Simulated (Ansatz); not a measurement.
What does this script print? It uses Ansatz's Python interface.

`run_field.py`
```python
from dataclasses import dataclass

import ansatz as az
import numpy as np


@dataclass(frozen=True)
class Options:
    basis: str = "def2-SVPD"
    xc: str = "HF"


opts = Options()

geometry_ang = [
    ("C", (-0.4263, 1.4429, -0.2964)),
    ("C", (0.4273, 0.5022, -0.2134)),
    ("Si", (0.1222, -1.1791, 0.4408)),
    ("Br", (-0.2647, -2.5048, -1.2437)),
    ("H", (-1.5035, 1.3617, -0.0014)),
    ("H", (-0.2002, 2.4685, -0.7279)),
    ("H", (1.4726, 0.6786, -0.5516)),
    ("H", (1.4274, -1.6525, 1.111)),
    ("H", (-0.9662, -1.1639, 1.4654)),
]
system = az.Crystal.molecule()
for symbol, xyz in geometry_ang:
    system = system.atom(symbol, xyz)

job = system.calculation()
job = job.basis(gaussian=opts.basis)
job = job.functional(opts.xc)
job = job.forces()
centre = np.mean([site.position_ang for site in system.cartesian_sites], axis=0)
field = 2 * 14.399645 * 3.0 / 25.0 ** 2


def dipole(axis, sign):
    arm = 25.0 * np.eye(3)[axis]
    pair = [{"charge": sign * 3.0, "position_ang": (centre - arm).tolist()}, {"charge": -sign * 3.0, "position_ang": (centre + arm).tolist()}]
    deck = job.input().set(az.key.basis.gaussian.point_charges, pair)
    return np.array(az.Session.from_dict(deck).plan().execute().report["charge_distribution"]["dipole_moment_e_ang"])


print(f"field {field:.4f} V/A")
alpha = np.array([(dipole(axis, 1) - dipole(axis, -1)) / (2 * field) * 14.399645 for axis in range(3)])
print("polarisability tensor (A^3)")
print(np.array2string(alpha, precision=3, suppress_small=True))
print(f"mean {np.trace(alpha) / 3:.3f} A^3 = {np.trace(alpha) / 3 / 0.14818471:.2f} bohr^3")
```

```console
$ python run_field.py
field 0.1382 V/A
polarisability tensor (A^3)
[[ 9.287 -0.743  0.198]
 [-0.74  12.303  0.449]
 [ 0.198  0.429  9.304]]
mean 10.298 A^3 = 69.50 bohr^3
```

Notes:
- The settings weren't tested for convergence.
- The geometry is a force-field or estimated start, not a minimum of this method, and the basis set is short of its limit. The field of two point charges is only nearly even.
- Finished in 18 s on 1 thread of Intel(R) Xeon(R) 6975P-C (Granite Rapids) (shared host), peak memory 0.42 GiB.

(Lines on the test bed's own set-up are left out of the output.)
